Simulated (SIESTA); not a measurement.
SbS2 under changes of volume

One of the cells (36.212 Å³/atom); the others are scaled copies at fixed shape and fractional positions:

```
Sb S
1.0
    -3.05079    3.05079    5.83599
     3.05079   -3.05079    5.83599
     3.05079    3.05079   -5.83599
Sb S
2 4
Cartesian
  0.0000 0.0000 0.0000
  0.0000 3.0508 2.9180
  -1.5254 1.6720 4.3770
  1.3788 1.5254 1.4590
  4.5762 1.3788 -1.4590
  1.6720 1.5254 7.2950
```

The cell comes from a database or a generator and needn't be the stable form of this composition.

```yaml
Program: SIESTA 5.4.2
Functional: PBEsol
Potentials_or_basis: PseudoDojo 0.4 standard (PBEsol files)
Basis: DZP (energy shift 0.003 Ry; two zetas on semicore shells)
Grid_cutoff: 500 Ry
Energy_shift: 0.003 Ry
k_mesh: 6 × 6 × 6
Occupations: fermi-dirac, width 0.05 eV
Spin: no spin polarisation
```

| volume (Å³/atom) | energy over the lowest point (meV/atom) | pressure (GPa) | largest force (eV/Å) |
| --- | --- | --- | --- |
| 33.371 | ? | ? | ? |
| 34.081 | 6.26 | 1.8 | 0.554 |
| 34.791 | 0.53 | 0.9 | 0.375 |
| 36.212 | 0.00 | -0.8 | 0.054 |
| 36.922 | 5.13 | -1.5 | 0.088 |
| 37.632 | 13.16 | -2.1 | 0.218 |

Problem. What does the run at 33.371 Å³/atom give?

Solution. Energy over the lowest point 16.46 meV/atom; pressure 2.9 GPa; largest force 0.750 eV/Å.

Worked out: A Birch-Murnaghan fit of order 3 (a polynomial in V^(-2/3)) to the other rows has its minimum at 35.53 Å³/atom with B0 = V·E''(V) = 40 GPa (rough, since the energies scatter) at fixed shape and positions, which overstates the stiffness. It gives 16.05 meV/atom at 33.371 Å³/atom, against the run's 16.46, and -dE/dV = 2.7 GPa, against 2.9.

Energies are extrapolated to zero smearing.

Caveats: the basis of atomic orbitals isn't converged, which shifts pressures, moduli and gaps.
